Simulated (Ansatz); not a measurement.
# Al2TlN3: the cost of one run

Method: DFT PBEsol, scalar-relativistic, plane waves, PAW, in Ansatz 0.2.0.

1 further run of the same task is left out (set aside as unsound or not needed). Runs told in other sessions of the task aren't counted.

## 1. The system as given

Symmetry: Cm, No. 8, monoclinic system. The conventional cell has a = 11.486 Å, b = 3.136 Å, c = 7.422 Å, α = 90.00°, β = 104.79°, γ = 90.00°. Al (site symmetry m) has 4 N at 1.89 to 1.91 Å in its first shell of neighbours. Al (site symmetry m) has 4 N at 1.89 to 1.90 Å in its first shell of neighbours. Al (site symmetry m) is surrounded by 4 N at 1.90 to 1.91 Å. Around Al (site symmetry m) lie 4 N at 1.90 Å. Around Ga (site symmetry m) lie 4 N at 1.93 to 1.96 Å. N (site symmetry m) has 3 Al at 1.90 Å and 1 Ga at 1.96 Å in its first shell of neighbours. Only part of the 12 independent sites is listed.

As a file:

```cif
data_structure
_symmetry_space_group_name_H-M 'P 1'
_symmetry_Int_Tables_number 1
_cell_length_a 5.9534
_cell_length_b 5.9534
_cell_length_c 7.4217
_cell_angle_alpha 104.260
_cell_angle_beta 104.260
_cell_angle_gamma 30.539
_cell_volume 129.23
loop_
_atom_site_label
_atom_site_type_symbol
_atom_site_fract_x
_atom_site_fract_y
_atom_site_fract_z
_atom_site_occupancy
Al1 Al 0.94421 0.94421 0.38923 1
Al2 Al 0.88893 0.88893 0.77670 1
Al3 Al 0.22314 0.22314 0.44451 1
Al4 Al 0.55405 0.55405 0.11303 1
Ga1 Ga 0.27708 0.27708 0.05762 1
Ga2 Ga 0.60965 0.60965 0.72179 1
N1 N 0.14761 0.14761 0.18500 1
N2 N 0.48165 0.48165 0.85245 1
N3 N 0.81833 0.81833 0.51506 1
N4 N 0.76440 0.76440 0.90172 1
N5 N 0.09530 0.09530 0.56471 1
N6 N 0.43101 0.43101 0.24298 1
```

It goes back to an entry of the Materials Project, which need not be the stable form.

It is the result of an earlier relaxation at this level (volume 10.77 Å³/atom; gap on the mesh: 3.26 eV).

## 2. Swap Ga → Tl

The start of Al2TlN3: fractional positions of relaxed Al2GaN3, cell scaled by 1.025, a guess from tabulated radii.

## 3. A first look at the start (Al2TlN3)

Input file input.yaml:

```yaml
crystal:
  lattice:
    - [5.8881126564, -1.6074358072, 0.0009345871]
    - [5.8881126564, 1.6074358072, 0.0009345871]
    - [-1.9440552497, 0.0, 7.3563861871]
  atoms:
    - { symbol: Al, position: [0.9442094829, 0.9442094829, 0.3892317942] }
    - { symbol: Al, position: [0.8889313905, 0.8889313905, 0.7767015036] }
    - { symbol: Al, position: [0.223141811, 0.223141811, 0.4445132117] }
    - { symbol: Al, position: [0.5540491763, 0.5540491763, 0.1130296846] }
    - { symbol: Tl, position: [0.2770821302, 0.2770821302, 0.0576223522] }
    - { symbol: Tl, position: [0.6096504598, 0.6096504598, 0.7217877031] }
    - { symbol: "N", position: [0.1476133206, 0.1476133206, 0.1850004133] }
    - { symbol: "N", position: [0.4816489578, 0.4816489578, 0.8524466906] }
    - { symbol: "N", position: [0.8183309532, 0.8183309532, 0.5150587638] }
    - { symbol: "N", position: [0.7644028747, 0.7644028747, 0.9017209733] }
    - { symbol: "N", position: [0.0952971031, 0.0952971031, 0.5647077552] }
    - { symbol: "N", position: [0.43100734, 0.43100734, 0.2429801442] }
basis:
  ecutwfc: 420
kpoints:
  mp_grid: { grid: [6, 6, 4] }
hamiltonian:
  xc: pbesol
scf:
  occupations: { method: gaussian, width: 0.1 }
output:
  forces: true
  stress: true
  eigenvalues: true
```

The run is started by

```sh
ansatz run input.yaml --threads 2 --pin off --max-ram 5120MiB --backend cpu --events-out ev --progress --plain --runs-dir out
```

**Question.** How long does this run take on 2 threads of Arm Neoverse V2, shared host, and how much memory does it need?

About 15 s, with a peak of 0.51 GiB.
